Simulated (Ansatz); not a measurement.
## LiFeN: projected density of states with PBE+U

LiFeN:

```
Fe N Li
1.0
     3.10060    0.00000    0.00000
    -1.55030    2.68520    0.00000
     0.00000    0.00000    4.14534
Fe N Li
1 1 1
Direct
  0.33333 0.66667 0.50000
  0.00000 0.00000 0.50000
  0.00000 0.00000 0.00000
```

The cell comes from a database or a generator and needn't be the stable form of this composition.

```yaml
Program: Ansatz 0.2.0
Task: projected density of states
Functional: PBE
Potentials_or_basis: Ansatz PAW
Cutoff: "420 eV (not typed: the program's choice for these potentials)"
k_mesh: 10 × 10 × 7
Occupations: fermi-dirac, width 0.05 eV
Spin: collinear spin, ferromagnetic start
Starting_moments: "[3.0, 0.0, 0.0] μB"
Hubbard_terms: Fe d U = 5 eV
Hubbard_projectors: ortho-atomic (the default)
Double_counting: fll (the default)
```

```yaml
Pressure: 28.9 GPa
Band_gap_on_the_k_mesh: none (metal or under the smearing width)
Net_moment: 3.45 μB per cell
Absolute_moment: 3.61 μB per cell
Site_moments: Fe +2.83; N +0.07; Li -0.01 μB
Density_of_states_at_the_Fermi_level: 0.86 states/eV per cell
```

Stress tensor (GPa, compression positive):
```
43.81  0.00  0.00
 0.00 43.81  0.00
 0.00  0.00 -1.02
```

Levels at points of the mesh, in eV from the Fermi level:
Spin up:
```
            k point  band 12  band 13  band 14  band 15  band 16  band 17
 (0.00, 0.00, 0.00)    -5.35     0.34     1.62     1.62     7.51     8.23
(0.00, -0.50, 0.00)    -4.51    -2.07    -1.98     3.29     4.72     6.06
```
Spin down:
```
            k point  band 8  band 9  band 10  band 11  band 12  band 13
 (0.00, 0.00, 0.00)   -5.48   -5.02    -4.44     1.07     2.12     2.12
(0.00, -0.50, 0.00)   -4.54   -4.03    -3.66     0.38     1.85     1.93
```

States per cell in windows of 1 eV (zero at the Fermi level; states under -8 eV left out):
```tsv
from (eV)	up	down	Fe 3d down	Fe 3d up	N 2p down	N 2p up	Li 2s down	Li 2s up
-8.0	1.55	0.00	0.00	1.09	0.00	0.40	0.00	0.02
-7.0	1.39	0.78	0.18	1.27	0.50	0.10	0.01	0.00
-6.0	1.02	0.58	0.16	0.80	0.34	0.09	0.06	0.05
-5.0	0.34	1.67	0.37	0.14	1.18	0.12	0.07	0.02
-4.0	0.72	0.59	0.40	0.25	0.06	0.31	0.04	0.04
-3.0	0.62	0.39	0.30	0.16	0.03	0.37	0.01	0.02
-2.0	0.75	0.00	0.00	0.18	0.00	0.49	0.00	0.02
-1.0	0.27	0.23	0.13	0.07	0.01	0.16	0.02	0.01
0.0	0.32	0.69	0.41	0.05	0.04	0.13	0.10	0.03
1.0	0.65	1.30	0.93	0.05	0.06	0.21	0.13	0.22
2.0	0.24	1.42	1.03	0.01	0.17	0.04	0.07	0.08
3.0	0.11	1.09	0.64	0.00	0.24	0.01	0.07	0.02
4.0	0.23	0.35	0.14	0.00	0.08	0.01	0.02	0.05
5.0	0.48	0.45	0.07	0.01	0.05	0.02	0.09	0.08
6.0	0.36	0.40	0.03	0.00	0.02	0.02	0.02	0.01
7.0	0.47	0.44	0.02	0.01	0.02	0.03	0.01	0.01
```

Eigenvalues of the final occupation matrices:
```tsv
site	spin	trace	eigenvalues
site 1	1	4.81	0.93 0.95 0.95 0.99 0.99
site 1	2	1.55	0.09 0.09 0.26 0.26 0.85
```

Run time: 16 s on 2 threads of Arm Neoverse V2, on a shared host, peak memory 0.4 GiB.

Caveat: the magnetic or orbital state may not be the lowest; a pressure of tens of GPa on the cell as given is suspect, and the run, the potentials or the cell itself is likely at fault; the pressure holds a Pulay correction of +0.4 GPa for the finite cutoff; a cell with one magnetic atom can't hold antiferromagnetic order, which such compounds often take; the density of states is complete only up to the lowest level of the last band computed. The state reached can hang on the start; a lower one may exist.
